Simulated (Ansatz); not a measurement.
# CuHO: an energy map over bond length O1–Cu2 and bond length O1–H3

Aim: map the energy of CuHO, SMILES [OH][Cu] over two coordinates, and find its wells, ridges and stiffness.

Method: RKS PBE0-D4/def2-TZVP; program: Ansatz 0.2.0.

### 1 Where the work starts

3 atoms, charge 0, spin multiplicity 1.

Atoms are counted from 1 here; the program's logs count them from 0.

Bond lengths: O1–Cu2 1.773 Å, O1–H3 0.980 Å. Angles: Cu2–O1–H3 104.9°.

Coordinates:

```xyz
3
CuHO
O    -0.3342   -0.4590   -0.2413
Cu    1.1377    0.0136    0.6270
H    -0.8143    0.3806   -0.3989
```

### 3 Setting up the map

- bond length O1–Cu2: 15 values from 1.535 to 2.499 Å
- bond length O1–H3: 15 values from 0.788 to 1.442 Å

Nothing else is relaxed (all other coordinates rigid). Energies count from the relaxed molecule at the same level. Points are written as (first, second).

(The set-up runs are not shown.)

### 4 The run at (1.810 Å, 0.975 Å)

Input file input.yaml:

```yaml
crystal:
  periodic: [false, false, false]
  atoms:
    - { symbol: O, position_ang: [-0.333326, -0.433738, -0.237595] }
    - { symbol: Cu, position_ang: [1.180673, 0.009044, 0.650016] }
    - { symbol: H, position_ang: [-0.844397, 0.377228, -0.415821] }
basis:
  gaussian: { orbitals: def2-TZVP }
hamiltonian:
  xc: pbe0
  dispersion: d4
output:
  forces: true
```

On the command line:

```console
$ ansatz run input.yaml --threads 1 --pin off --max-ram 2560MiB --backend cpu --events-out ev --progress --plain --runs-dir out
```

The session goes on with these runs: all other points of the grid.

Before running it: what results should come out? Wanted: lowest point; highest computed point; largest force on an atom.

**Answer**, as computed:

```
                       quantity                                                                             value
                   lowest point                                                    (1.810 Å, 0.975 Å), 1.0 kJ/mol
         highest computed point                                   (2.499 Å, 1.442 Å), 378 kJ/mol above the lowest
largest force on an atom (eV/Å)  0.7 at (1.810 Å, 0.975 Å) to 18.2 at (2.292 Å, 0.788 Å); 0.7 at the lowest point
        time for the whole task                                                  4.3 min on 1 thread, shared host
```

**Reading.** The lowest computed point is at (1.810 Å, 0.975 Å), 1.0 kJ/mol from the relaxed molecule at the same level. It is the only kind of minimum in the scanned range. The highest computed point, (2.499 Å, 1.442 Å), lies 378 kJ/mol above the lowest. Round the minimum the two coordinates are nearly uncoupled.
